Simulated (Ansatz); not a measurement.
# B4As3N: the cell at several levels of theory

Aim: relax B4As3N, ordered on the zincblende lattice (P-43m) with 8 atoms a cell with PBE and r2SCAN and see how far the functionals disagree on the cell. This is a trial cell built on a prototype, not taken from a measured structure, and it needn't be the compound's ground state.

Code: Ansatz 0.2.0. PAW datasets, plane waves, zero pressure. Simulation only: spin-unpolarised, and no claim that this is the phase found in nature.

## 1. The cell

This is the cell as the run starts from it, not yet at rest; its lengths are not the crystal's.

Space group P-43m (No. 215), cubic; a = 4.337 Å in the conventional setting, 10.20 Å³ an atom. Near N stand 4 B at 1.88 Å; near B stand 3 As at 1.88 Å and 1 N at 1.88 Å; near As stand 4 B at 1.88 Å.

Structure file:

```
CELL_PARAMETERS angstrom
4.33717 0.00000 0.00000
0.00000 4.33717 0.00000
0.00000 0.00000 4.33717
ATOMIC_POSITIONS crystal
N 0.00000 0.00000 0.00000
B 0.75000 0.75000 0.75000
As 0.50000 0.50000 0.00000
B 0.25000 0.25000 0.75000
As 0.50000 0.00000 0.50000
B 0.25000 0.75000 0.25000
As 0.00000 0.50000 0.50000
B 0.75000 0.25000 0.25000
```

## 2. PBE: cell and atoms

input.yaml reads:

```yaml
crystal:
  lattice:
    - [4.3371706922, 0.0, 0.0]
    - [0.0, 4.3371706922, 0.0]
    - [0.0, 0.0, 4.3371706922]
  atoms:
    - { symbol: "N", position: [0.0, 0.0, 0.0] }
    - { symbol: B, position: [0.75, 0.75, 0.75] }
    - { symbol: As, position: [0.5, 0.5, 0.0] }
    - { symbol: B, position: [0.25, 0.25, 0.75] }
    - { symbol: As, position: [0.5, 0.0, 0.5] }
    - { symbol: B, position: [0.25, 0.75, 0.25] }
    - { symbol: As, position: [0.0, 0.5, 0.5] }
    - { symbol: B, position: [0.75, 0.25, 0.25] }
kpoints:
  mp_grid: { grid: [6, 6, 6] }
hamiltonian:
  xc: pbe
scf:
  occupations: { method: fermi_dirac, width: 0.02 }
relax:
  f_tol: 0.005
  cell: {}
output:
  write_density: true
  write_potential: true
  elf: true
  volumetric_format: npy
```

Command:

```bash
$ ansatz run input.yaml --threads 4 --pin off --max-ram 6451MiB --backend cpu --events-out ev --progress --plain --runs-dir out
```

The runs that follow: Relaxing with r2SCAN.

What does the calculation give? Wanted: for each run, a; volume; space group; SCF geometries.

The runs gave:

```
 level  a (Å)  volume (Å³/atom)  space group  SCF geometries
   PBE  4.533            11.647        P-43m               9
r2SCAN  4.515            11.509        P-43m               5
```

In words: The first relaxation changed the volume by +14.2 % from the start. The volume runs from r2SCAN (least) to PBE (most), a spread of 1.2 %, or 0.4 % in length if all axes shared it alike.
